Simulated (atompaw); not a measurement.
# Zn: generating and testing a PAW (atompaw) potential

Task: generate the file, and judge it by its logarithmic derivatives, its ghosts and its cutoff.

Method: atompaw 4.2.0.5, PBE, scalar-relativistic.

## 1. Starting point

Typed settings, in words:

```
element                 : zinc (Zn, Z = 30)
type                    : PAW
frozen core             : [Ar]
valence charge          : 12
reference configuration : 3d10 4s2 4p0
partial waves           : 4s (bound): rc 2.45 bohr; 4s channel at -0.05 Ry: rc 1.75 bohr; 4p (bound, empty): rc 2.45 bohr; 4p channel at 1.4 Ry: rc 2.45 bohr; 3d (bound): rc 0.75 bohr; 3d channel at 3.35 Ry: rc 0.75 bohr
local potential         : bessel scheme, radius 1.75 bohr
core correction         : smooth core density matched at 2.00 bohr
augmentation charge     : besselshape compensation charge, radius 2.05 bohr; PAW radius 2.45 bohr; waves and projectors: custom rrkj gramschmidtortho
```

The nodes and maxima of the atom's own shells, from an earlier all-electron run, set the scale for the radii.

All-electron outer shells of the reference configuration (PBE, scalar-relativistic, ld1.x):

```csv
shell,level (eV),outermost node (bohr),outermost maximum (bohr)
3s,-129.23,0.28,0.59
3p,-83.40,0.25,0.59
3d,-10.14,–,0.57
4s,-5.98,0.85,2.09
4p,-1.12,0.92,3.08
```

## 2. The generation run

Zn.input

```
Zn 30
GGA-PBE scalarrelativistic loggrid 1500 logderivrange -3 5 201
4 4 3 0 0 0
4 1 0
0 0 0
c
c
c
v
c
c
v
v
2
2.45 2.05 1.75 2.00
y
-0.05
n
y
1.4
n
y
3.35
n
custom rrkj gramschmidtortho besselshape
bessel
2.45
1.75
2.45
2.45
0.75
0.75
PWSCFOUT
UPFDX 0.0125d0 UPFXMIN -7.d0 UPFZMESH 30.d0
END
```

Started as:

```
$ atompaw < Zn.input > Zn.log
```

Q: Predict the outcome of this session. Wanted: cutoffs for 10 and 1 mRy, occupied levels; bound ghosts; largest phase difference near zero energy, channels read; lowest eigenvalue of the overlap; share of valence orbitals outside the PAW sphere; UPF file.

The runs gave:

| quantity | value |
| --- | --- |
| cutoffs for 10 and 1 mRy, occupied levels | 260 Ry and over 300 Ry |
| bound ghosts | none found |
| largest phase difference near zero energy, channels read | 0.001 rad |
| lowest eigenvalue of the overlap (Bessel basis) | 0.004 (s) |
| share of valence orbitals outside the PAW sphere | 4s 50 %, 4p 83 %, 3d 2 % |
| UPF file | written |

The overlap operator is nearly singular (0.004). It counts as very hard, with 260 Ry needed at the looser tolerance. The tighter tolerance needs over 300 Ry, and converged work needs a cutoff nearer that. The slowest occupied level is 3d: taken alone it needs 260 Ry to come within 1 mRy, against 6 Ry or less for 4s. No bound ghost shows below the valence levels. Near zero energy the phases of the channels with partial waves agree within 0.001 rad. All of this concerns the isolated atom, not yet a solid.
